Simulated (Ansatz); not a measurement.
# Molecular dynamics of LiSi₂Rh₂

Input file:

```yaml
accuracy: low
crystal:
  lattice:
    - [7.058657, 0.0, 0.0]
    - [0.0, 7.058657, 0.0]
    - [0.0, 0.0, 8.304335]
  atoms:
    - { symbol: Li, position: [0.0, 0.0, 0.0] }
    - { symbol: Li, position: [0.5, 0.5, 0.0] }
    - { symbol: Si, position: [0.6449657, 0.1449657, 0.0] }
    - { symbol: Si, position: [0.1449657, 0.3550343, 0.0] }
    - { symbol: Si, position: [0.8550343, 0.6449657, 0.0] }
    - { symbol: Si, position: [0.3550343, 0.8550343, 0.0] }
    - { symbol: Rh, position: [0.35007, 0.14993, 0.1666667] }
    - { symbol: Rh, position: [0.85007, 0.35007, 0.1666667] }
    - { symbol: Rh, position: [0.14993, 0.64993, 0.1666667] }
    - { symbol: Rh, position: [0.64993, 0.85007, 0.1666667] }
    - { symbol: Li, position: [0.0, 0.0, 0.3333333] }
    - { symbol: Li, position: [0.5, 0.5, 0.3333333] }
    - { symbol: Si, position: [0.6449657, 0.1449657, 0.3333333] }
    - { symbol: Si, position: [0.1449657, 0.3550343, 0.3333333] }
    - { symbol: Si, position: [0.8550343, 0.6449657, 0.3333333] }
    - { symbol: Si, position: [0.3550343, 0.8550343, 0.3333333] }
    - { symbol: Rh, position: [0.35007, 0.14993, 0.5] }
    - { symbol: Rh, position: [0.85007, 0.35007, 0.5] }
    - { symbol: Rh, position: [0.14993, 0.64993, 0.5] }
    - { symbol: Rh, position: [0.64993, 0.85007, 0.5] }
    - { symbol: Li, position: [0.0, 0.0, 0.6666667] }
    - { symbol: Li, position: [0.5, 0.5, 0.6666667] }
    - { symbol: Si, position: [0.6449657, 0.1449657, 0.6666667] }
    - { symbol: Si, position: [0.1449657, 0.3550343, 0.6666667] }
    - { symbol: Si, position: [0.8550343, 0.6449657, 0.6666667] }
    - { symbol: Si, position: [0.3550343, 0.8550343, 0.6666667] }
    - { symbol: Rh, position: [0.35007, 0.14993, 0.8333333] }
    - { symbol: Rh, position: [0.85007, 0.35007, 0.8333333] }
    - { symbol: Rh, position: [0.14993, 0.64993, 0.8333333] }
    - { symbol: Rh, position: [0.64993, 0.85007, 0.8333333] }
basis:
  ecutwfc: 500.0
kpoints:
  mp_grid: { grid: [1, 1, 1] }
hamiltonian:
  xc: r2scan
scf:
  occupations: { method: fermi_dirac, width: 0.05 }
  lower_state_search: "off"
md:
  timestep: 1
  n_steps: 110
  ensemble: npt_langevin
  temperature: 1500.0
  initial_velocities: maxwell_boltzmann
  seed: 406500
  friction: 0.005
  pressure: 1.0
  fix_cell: [angles]
```

Launched with:

```bash
$ ansatz run input.yaml --threads 2 --pin off --max-ram 5120MiB --backend cpu --events-out ev --progress --plain --runs-dir out
```

It starts from an unrelaxed structure (largest force component 0.11 eV/Å).

Output, in part (step lines):

```
md step     0: t =     0.00 fs  T =  1450.0 K  F+E_penalty+E_count = -85906.02139563 eV  E_kin = 5.622810 eV  conserved = -85898.59492444 eV  P_inst = -3.6520 GPa  V = 413.7605 Å³  selection 1  (13 SCF iters)
md step     1: t =     1.00 fs  T =  1429.8 K  F+E_penalty+E_count = -85906.01112867 eV  E_kin = 5.544398 eV  conserved = -85898.59489737 eV  P_inst = -3.6559 GPa  V = 413.7288 Å³  selection 1  (12 SCF iters)
md step     2: t =     2.00 fs  T =  1392.2 K  F+E_penalty+E_count = -85905.97301257 eV  E_kin = 5.398690 eV  conserved = -85898.59483876 eV  P_inst = -3.6334 GPa  V = 413.6748 Å³  selection 1  (12 SCF iters)
md step     3: t =     3.00 fs  T =  1409.3 K  F+E_penalty+E_count = -85905.90685908 eV  E_kin = 5.465168 eV  conserved = -85898.59486193 eV  P_inst = -3.5146 GPa  V = 413.6113 Å³  selection 1  (11 SCF iters)
md step     4: t =     4.00 fs  T =  1397.2 K  F+E_penalty+E_count = -85905.81332671 eV  E_kin = 5.417991 eV  conserved = -85898.59479744 eV  P_inst = -3.3846 GPa  V = 413.5425 Å³  selection 1  (11 SCF iters)
md step     5: t =     5.00 fs  T =  1305.7 K  F+E_penalty+E_count = -85905.69630141 eV  E_kin = 5.063151 eV  conserved = -85898.59453578 eV  P_inst = -3.2952 GPa  V = 413.4575 Å³  selection 1  (7 SCF iters)
md step     6: t =     6.00 fs  T =  1316.1 K  F+E_penalty+E_count = -85905.55817278 eV  E_kin = 5.103401 eV  conserved = -85898.59446045 eV  P_inst = -3.0660 GPa  V = 413.3526 Å³  selection 1  (7 SCF iters)
md step     7: t =     7.00 fs  T =  1288.9 K  F+E_penalty+E_count = -85905.39814071 eV  E_kin = 4.998018 eV  conserved = -85898.59431404 eV  P_inst = -2.8507 GPa  V = 413.2560 Å³  selection 1  (7 SCF iters)
[... lines left out ...]
```

The steps, from the saved trajectory:

```tsv
time (fs)	T (K)	potential energy less start (eV)	conserved less start (meV/atom)	P (GPa)	volume (Å³)
0	1450	0.000	0.00	-3.7	413.8
3	1409	0.115	0.00	-3.5	413.6
6	1316	0.463	0.02	-3.1	413.4
9	1211	0.993	0.03	-2.3	413.0
12	1018	1.615	0.06	-1.5	412.3
15	859	2.218	0.08	-0.5	411.4
18	734	2.748	0.10	0.6	410.3
21	676	3.120	0.10	1.5	409.3
24	664	3.318	0.09	2.2	408.1
27	633	3.340	0.08	2.7	407.1
30	644	3.270	0.07	3.1	406.3
33	670	3.185	0.06	3.3	405.6
36	723	3.084	0.04	3.2	405.7
39	754	3.020	0.05	2.9	406.1
42	814	2.995	0.05	2.6	406.7
45	873	3.008	0.05	2.1	407.7
48	917	3.045	0.05	1.5	409.0
51	872	3.088	0.05	0.7	410.6
54	939	3.133	0.05	0.0	412.4
57	928	3.188	0.05	-0.6	413.9
60	962	3.230	0.05	-1.1	415.2
63	939	3.259	0.05	-1.6	416.4
66	1047	3.291	0.05	-1.9	417.3
69	1051	3.318	0.05	-2.1	417.9
72	1085	3.377	0.04	-2.2	418.3
75	1002	3.465	0.04	-2.2	418.5
78	912	3.541	0.04	-2.2	418.5
81	869	3.656	0.04	-2.0	418.5
84	874	3.809	0.05	-1.7	418.4
87	820	3.933	0.05	-1.4	418.1
90	862	4.010	0.05	-1.0	417.8
93	855	4.059	0.05	-0.7	417.6
96	851	4.123	0.04	-0.5	417.5
99	829	4.203	0.04	-0.2	417.4
102	806	4.247	0.04	0.0	417.1
105	791	4.293	0.04	0.2	416.8
108	768	4.309	0.06	0.5	416.2
```

All steps were run. The conserved energy stayed within 0.11 meV per atom of its start (net change 0.05 meV per atom), so the integration is sound. The mean temperature of the second half is 40 % below the set value. A run of 0.11 ps of so small a system gives no equilibrium averages. Limits of this set-up: coarse k mesh, low accuracy level. The cell's volume went from 414 to 416 Å³.

Mean squared displacements from the first frame to the last, about the centre of mass, the cell's change included: Li 0.41 Å², Si 0.14 Å², Rh 0.11 Å².

Last frame:

```xyz
30
Lattice="7.1558 0.0000 0.0000 0.0000 6.9130 0.0000 0.0000 0.0000 8.4052" Properties=species:S:1:pos:R:3
Li -0.464 -0.134 0.935
Li 3.213 3.398 -0.271
Si 4.572 0.975 0.085
Si 0.893 2.325 -0.102
Si 5.920 4.223 -0.300
Si 1.913 6.303 0.257
Rh 2.535 1.460 1.393
Rh 6.221 2.355 1.652
Rh 1.098 4.365 1.504
Rh 4.465 5.992 1.113
Li 0.161 0.247 3.461
Li 3.324 3.309 3.007
Si 4.417 1.168 2.918
Si 0.997 2.675 3.019
Si 6.186 4.636 2.529
Si 2.668 5.953 2.705
Rh 2.489 0.733 4.387
Rh 5.882 2.653 4.389
Rh 1.463 4.732 4.329
Rh 4.607 5.705 4.002
Li 0.207 -0.023 6.331
Li 3.700 3.699 5.684
Si 4.815 1.014 5.461
Si 1.262 2.530 5.354
Si 6.324 4.529 5.462
Si 2.680 5.834 5.938
Rh 2.521 1.148 6.968
Rh 6.128 2.173 7.123
Rh 0.926 4.229 7.097
Rh 4.869 6.117 7.025
```

Run time: 18 min on 2 threads of AMD EPYC 7B13 (Zen 3), on a shared host, peak memory 1 GiB.
